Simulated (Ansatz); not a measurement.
The system is CsLiCr2Te2S3.

```
Cs Li Cr Te S
1.0
     3.31929    1.91639    6.87982
    -3.31929    1.91639    6.87982
     0.00000   -3.83279    6.87982
Cs Li Cr Te S
1 1 2 2 3
Direct
  0.00000 0.00000 0.00000
  0.50000 0.50000 0.50000
  0.79848 0.79848 0.79848
  0.20152 0.20152 0.20152
  0.67990 0.67990 0.67990
  0.32010 0.32010 0.32010
  0.13626 0.86374 0.50000
  0.50000 0.13626 0.86374
  0.86374 0.50000 0.13626
```

The cell was built by a generator and needn't be a form met in nature.

- Program: Ansatz 0.2.0
- Task: relaxation of cell and atoms
- Functional: PBEsol
- Potentials or basis: all-electron PAW datasets made for the crystal
- k mesh: 3 × 3 × 3
- Occupations: fermi-dirac, width 0.05 eV
- Spin: collinear spin, ferromagnetic start
- Starting moments: [0.0, 0.0, 3.0, 3.0, 0.0, 0.0, 0.0, 0.0, 0.0] μB

At the start: volume 29.18 Å³/atom.

**Question.** How do energy, volume and symmetry change on relaxing?

**Answer.** Over 6 steps the energy falls by 15.2 meV/atom and the volume is 26.45 Å³/atom (-9.3 %); space group R32 (No. 155, to 0.05 Å); moment 4.01 μB per cell.

Step by step:
```tsv
step	energy change (eV)	largest force (eV/Å)	volume (Å³)
1	0.0000	0.2313	262.58
2	-0.0951	0.2033	250.93
3	-0.1308	0.0098	237.86
4	-0.1361	0.0212	238.13
5	-0.1373	0.0100	238.04
6	-0.1371	0.0099	238.04
```

Final structure:
```xyz
9
Lattice="3.2745 1.8905 6.4086 -3.2745 1.8905 6.4086 0.0000 -3.7811 6.4086" Properties=species:S:1:pos:R:3 pbc="T T T"
Cs    0.0000    0.0000    0.0000
Li    0.0000    0.0000    9.6129
Cr    0.0000    0.0000   15.3063
Cr    0.0000    0.0000    3.9195
Te    0.0000    0.0000   12.8924
Te    0.0000    0.0000    6.3333
S    -2.4008    0.0000    9.6129
S     1.2004   -2.0791    9.6129
S     1.2004    2.0791    9.6129
```

Caveat: the k mesh is coarse (spacing up to 0.38 Å⁻¹), so the values aren't converged; the k mesh is thin for a metal, which can move the energy by tens of meV per atom; only a ferromagnetic start was run, and an antiferromagnetic order may lie lower in energy.
